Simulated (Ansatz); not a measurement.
# C3H8GeO: the cost of one run

Computed with Ansatz 0.2.0, Gaussian basis. Level: the settings change from run to run.

### Step 1. The relaxed structure

The geometry comes from an earlier relaxation with PBE0-D4 in a triple-zeta def2 set; it is a stationary point, not always the lowest conformer.

SMILES `C[CH2][Ge][O]C`, 13 atoms, charge 0, spin multiplicity 1.

Atoms are counted from 1 here; the program's logs count them from 0.

Bond lengths: C1–C2 1.519 Å, C1–H6 1.091 Å, C1–H7 1.094 Å, C1–H8 1.091 Å, C2–Ge3 1.993 Å, C2–H9 1.100 Å, C2–H10 1.100 Å, Ge3–O4 1.790 Å, O4–C5 1.406 Å, C5–H11 1.098 Å, C5–H12 1.095 Å, C5–H13 1.095 Å. Angles: C2–C1–H6 111.4°, C2–C1–H7 111.6°, C2–C1–H8 111.3°, H6–C1–H7 107.9°, H6–C1–H8 106.5°, H7–C1–H8 107.9°, C1–C2–Ge3 118.5°, C1–C2–H9 111.3°, C1–C2–H10 111.4°, Ge3–C2–H9 105.1°, Ge3–C2–H10 105.2°, H9–C2–H10 104.2°, C2–Ge3–O4 96.0°, Ge3–O4–C5 121.7°, O4–C5–H11 112.6°, O4–C5–H12 109.7°, O4–C5–H13 109.7°, H11–C5–H12 108.3° and more.

### Step 2. B3LYP/6-31G*

This run has atoms shaken by 0.03 Å, D3(BJ) with three-body dispersion, high accuracy.

Input file in.yaml:

```yaml
crystal:
  periodic: [false, false, false]
  atoms:
    - {symbol: C, position_ang: [-1.842450, -0.155247, -0.131670]}
    - {symbol: C, position_ang: [-1.065509, -1.157177, -0.810943]}
    - {symbol: Ge, position_ang: [1.038890, -1.042021, -0.650092]}
    - {symbol: O, position_ang: [0.955538, 0.442358, 0.408448]}
    - {symbol: C, position_ang: [2.128865, 1.129918, 0.755731]}
    - {symbol: H, position_ang: [-1.608496, 0.845785, -0.620283]}
    - {symbol: H, position_ang: [-2.930258, -0.324863, -0.303447]}
    - {symbol: H, position_ang: [-1.657557, -0.120702, 0.913341]}
    - {symbol: H, position_ang: [-1.290446, -2.204066, -0.371301]}
    - {symbol: H, position_ang: [-1.165144, -1.330749, -1.868708]}
    - {symbol: H, position_ang: [3.056118, 0.511318, 0.488346]}
    - {symbol: H, position_ang: [2.108814, 1.146502, 1.837239]}
    - {symbol: H, position_ang: [2.241559, 2.131776, 0.400249]}
basis:
  gaussian: {orbitals: "6-31G*"}
hamiltonian: {xc: {name: B3LYP}, dispersion: d3bjatm}
accuracy: high
```

Launch:

```sh
$ ansatz run in.yaml --threads 2 --pin off --events-out ev --progress --plain --max-ram 32768MiB --backend cpu
```

Q: Estimate wall time and peak memory on 2 threads of AMD EPYC 7R13, shared host.

About 5.5 s, with a peak of 0.55 GiB.
